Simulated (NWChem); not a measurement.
**One shape, several levels: SnS (SMILES [S][Sn])**

Wanted: a comparison of 6 runs (HF/3-21G, BHLYP/def2-TZVP, CAM-B3LYP/def2-TZVP, B2PLYP/def2-TZVP, wB97X/def2-TZVP, MP3/def2-TZVP) of SnS. 

The calculation is run with NWChem 7.3.0.

10 further runs of the same task are left out: 8 that didn't finish, 2 set aside as unsound or not needed.

### 1 The system as given

The species is SnS (2 atoms), meant as a singlet with charge 0. SMILES: `[S][Sn]`. The S1–Sn2 distance was set to 4.860 Å, away from the relaxed value.

### 2 A single-point energy at HF/3-21G (run 1)

struct.xyz reads:

```xyz
2

S      0.000000     0.000000    -2.650874
Sn     0.000000     0.000000     2.209026
```

struct.nw reads:

```
start struct
memory total 2200 mb

geometry units angstrom noautosym nocenter noautoz
  load struct.xyz
end

basis spherical bse
  * library 3-21G
end

scf
  nopen 0
  rhf
  thresh 1e-08
  maxiter 80
  print low
end

task scf energy
```

On the command line:

```
$ nwchem struct.nw > struct.out
```

The program printed:

```text
Northwest Computational Chemistry Package (NWChem) 7.3.0
             --------------------------------------------------------

           Job information
           ---------------

    nwchem branch   = 7.3.0
    use scalapack   = T
    input           = struct.nw
    prefix          = struct.
    data base       = ./struct.db
    status          = startup
    nproc           =        1

           Memory information
           ------------------

    heap     =     72089594 doubles =      550.0 Mbytes
    stack    =     72089599 doubles =      550.0 Mbytes
    global   =    144179200 doubles =     1100.0 Mbytes (distinct from heap & stack)
    total    =    288358393 doubles =     2200.0 Mbytes
    verify   = yes
    hardfail = no

           Directory information
           ---------------------

  0 permanent = .
  0 scratch   = .

                                NWChem Input Module
                                -------------------

 Scaling coordinates for geometry "geometry" by  1.889725989
 (inverse scale =  0.529177249)

                             Geometry "geometry" -> ""
                             -------------------------

 Output coordinates in angstroms (scale by  1.889725989 to convert to a.u.)

  No.       Tag          Charge          X              Y              Z
 ---- ---------------- ---------- -------------- -------------- --------------
    1 S                   16.0000     0.00000000     0.00000000    -2.65087400
    2 Sn                  50.0000     0.00000000     0.00000000     2.20902600

      Atomic Mass
      -----------

      S                 31.972070
      Sn               117.901800

 Effective nuclear repulsion energy (a.u.)      87.1091584600

            Nuclear Dipole moment (a.u.)
            ----------------------------
        X                 Y               Z
 ---------------- ---------------- ----------------
     0.0000000000     0.0000000000   128.5718842384

            XYZ format geometry
            -------------------
     2
 geometry
 S                     0.00000000     0.00000000    -2.65087400
 Sn                    0.00000000     0.00000000     2.20902600

 Summary of "ao basis" -> "" (spherical)
 ------------------------------------------------------------------------------
       Tag                 Description            Shells   Functions and Types
 ---------------- ------------------------------  ------  ---------------------
 *                           3-21G                    on all atoms

                      Basis "ao basis" -> "ao basis" (spherical)
                      -----
  [basis functions not shown]

 Summary of "ao basis" -> "ao basis" (spherical)
 ------------------------------------------------------------------------------
       Tag                 Description            Shells   Functions and Types
 ---------------- ------------------------------  ------  ---------------------
 S                           3-21G                   7       13   4s3p
 Sn                          3-21G                  13       31   6s5p2d

                                 NWChem SCF Module
                                 -----------------

  ao basis        = "ao basis"
  functions       =    44
  atoms           =     2
  closed shells   =    33
  open shells     =     0
  charge          =   0.00
  wavefunction    = RHF
  input vectors   = atomic
  output vectors  = ./struct.movecs
  use symmetry    = F
  symmetry adapt  = F

 Forming initial guess at       0.0s

 Starting SCF solution at       0.1s

       Final RHF  results
       ------------------

         Total SCF energy =  -6391.695337907599
      One-electron energy =  -8994.312962949738
      Two-electron energy =   2515.508466582138
 Nuclear repulsion energy =     87.109158460001

        Time for solution =      2.2s

 Task  times  cpu:        2.3s     wall:        2.3s
 Total times  cpu:        2.4s     wall:        2.4s
```

It took 3 s on 1 thread of Intel Xeon 6975P-C (Granite Rapids), shared host; peak memory 0.097 GiB.

### 3 A single-point energy at BHLYP/def2-TZVP (core potential) (run 2)

calc.nw reads:

```
start calc
title "SSn"
memory 2200 mb
geometry units angstrom noautosym nocenter noautoz
 S     0.000000    0.000000   -2.650874
 Sn    0.000000    0.000000    2.209026
end
basis spherical bse
 * library def2-TZVP
end
ecp bse
 Sn library def2-TZVP
end
dft
 xc bhlyp
 grid xfine
 convergence energy 1e-08
 iterations 100
 mulliken
 print low
end
task dft
```

On the command line:

```
$ nwchem calc.nw > calc.out
```

The program printed:

```text
[...]
 d= 0,ls=0.0,diis     1   -611.6394531243 -6.50D+02  4.59D-02  9.20D-01     2.4
[...]
 d= 0,ls=0.5,diis    67   -612.2268141532 -9.67D-09  1.01D-06  1.90D-08   101.7
         Total DFT energy =     -612.226814159378
      One electron energy =    -1002.135745092765
           Coulomb energy =      395.114712125637
    Exchange-Corr. energy =      -43.533810914650
 Nuclear repulsion energy =       38.328029722400
[...]
      Total Density - Mulliken Population Analysis
     ---------------------------------------------
    Atom       Charge   Shell Charges
 -----------   ------   -------------------------------------------------------
    1 S   16    16.26   2.01  0.48  1.48  1.16  0.87  4.18  1.68  0.89  2.03  1.48  0.00  0.00  0.00
    2 Sn  22    21.74   0.30 -0.80  1.59  0.92  1.27  0.73 -0.40  6.36  0.43  0.86  0.49  8.90  1.07  0.03  0.00  0.00
[...]
```

It took 1.7 min on 1 thread of Intel Xeon 6975P-C (Granite Rapids), shared host; peak memory 0.12 GiB.

Runs 3 to 5 aren't shown in full; the table further down has their settings and results.

### 4 The energy at MP3/def2-TZVP (core potential) (run 6)

work.xyz reads:

```xyz
2
SnS
S      0.000000     0.000000    -2.650874
Sn     0.000000     0.000000     2.209026
```

work.nw reads:

```
start work
title "SnS"
memory stack 330 mb heap 110 mb global 1760 mb
charge 0
geometry noautosym nocenter noautoz
  load format xyz work.xyz
end
basis spherical bse
  * library def2-TZVP
end
ecp bse
  Sn library def2-TZVP
end
scf
  nopen 0
  rhf
  thresh 1e-08
  maxiter 80
end
tce
  scf
  mbpt3
  freeze core 9
  maxiter 60
end
task tce
```

On the command line:

```
$ nwchem work.nw > work.out
```

The program printed:

```text
[...]
  functions       =    87
[...]
  wavefunction    = RHF
[...]
         Total SCF energy =   -610.710574871462
      One-electron energy =  -1001.710350323456
      Two-electron energy =    352.671745729594
 Nuclear repulsion energy =     38.328029722400
        Time for solution =     19.4s
[...]
         Wavefunction type : Restricted Hartree-Fock
          No. of electrons :    38
[...]
         Spin multiplicity : singlet
[...]
```

It took 37 s on 1 thread of Intel Xeon 6975P-C (Granite Rapids), shared host; peak memory 1.3 GiB.

### 5 All runs side by side

```tsv
run	level	iteration cap	module	energy (Eh)	wall time
1	HF/3-21G	80	scf	-6391.695338	3 s
2	BHLYP/def2-TZVP (core potential)	100	dft	-612.226814	1.7 min
3	CAM-B3LYP/def2-TZVP (core potential)	100	dft	-612.284809	45 s
4	B2PLYP/def2-TZVP (core potential)	100	dft	-611.962374	34 s
5	wB97X/def2-TZVP (core potential)	100	dft	-612.244083	98 s
6	MP3/def2-TZVP (core potential)	80	tce	-611.141084	37 s
```

### 6 Outcome

```
                                          quantity          value
                               run 6: total energy  -611.14108 Eh
        run 6: HOMO energy (Hartree–Fock orbitals)       -6.28 eV
        run 6: LUMO energy (Hartree–Fock orbitals)       -1.25 eV
      run 6: HOMO–LUMO gap (Hartree–Fock orbitals)        5.03 eV
run 6: correlation energy (9 core orbitals frozen)     -430.5 mEh
```

What this shows: Totals of different functionals can't be ranked against each other. Some runs of one species differ in core potentials or relativity; totals across that change don't compare. In runs 1, 2, 3, 4, 5, 6 a closed-shell determinant meets a far-stretched bond, which it describes badly. In run 1 relativity is left out where basis or elements ask for it. All runs together took 5.4 min, the longest 1.7 min.
